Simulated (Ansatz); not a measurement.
# CoO: the cost of one run

Method: DFT PBE+U, scalar-relativistic, plane waves, PAW, in Ansatz 0.2.0.

2 further runs of the same task are left out: 2 set aside as unsound or not needed.

**1. The structure to begin with**

The structure is trigonal, space group R-3m (No. 166). The conventional cell has a = 3.073 Å, b = 3.073 Å, c = 7.421 Å, α = 90.00°, β = 90.00°, γ = 120.00°. Co (site symmetry -3m) is surrounded by 6 O at 2.16 Å. O (site symmetry -3m) has 6 Co at 2.16 Å as nearest neighbours.

As a file:

```cif
data_structure
_symmetry_space_group_name_H-M 'P 1'
_symmetry_Int_Tables_number 1
_cell_length_a 3.0442
_cell_length_b 3.0442
_cell_length_c 3.0442
_cell_angle_alpha 60.638
_cell_angle_beta 60.638
_cell_angle_gamma 60.638
_cell_volume 20.24
loop_
_atom_site_label
_atom_site_type_symbol
_atom_site_fract_x
_atom_site_fract_y
_atom_site_fract_z
_atom_site_occupancy
Co1 Co 0.00000 0.00000 0.00000 1
O1 O 0.50000 0.50000 0.50000 1
```

It goes back to an entry of the Materials Project, which need not be the stable form.

This cell was relaxed beforehand with the same method: volume 10.12 Å³/atom, gap on the mesh 1.17 eV, site moments up to 2.6 μB.

**2. Point at V/V0 = 0.97**

The input, input.yaml:

```yaml
crystal:
  lattice:
    - [1.5212240641, 0.8782791229, 2.4485183736]
    - [-1.5212240641, 0.8782791229, 2.4485183736]
    - [0.0, -1.7565582458, 2.4485183736]
  atoms:
    - { symbol: Co, position: [0.0, 0.0, 0.0], spin: 2.88 }
    - { symbol: O, position: [0.5, 0.5, 0.5], spin: 0.24 }
basis:
  ecutwfc: 420
kpoints:
  mp_grid: { grid: [12, 12, 12] }
hamiltonian:
  xc: pbe
  hubbard: { sites: [{ species: Co, l: d, u_eff: 3.32 }] }
scf:
  occupations: { method: gaussian, width: 0.02 }
output:
  forces: true
  stress: true
  eigenvalues: true
  populations: true
magnetization:
  spin_polarized: true
relax:
  adjacent_minimum: "off"
  f_tol: 0.01
  max_steps: 30
  cell: { stress_tol: 0.1, fix: [volume] }
```

Run with:

```
ansatz run input.yaml --threads 1 --pin off --max-ram 2560MiB --backend cpu --events-out ev --progress --plain --runs-dir out
```

Q: Estimate wall time and peak memory on 1 thread of Arm Neoverse V2, shared host.

About 44 s, with a peak of 0.46 GiB.
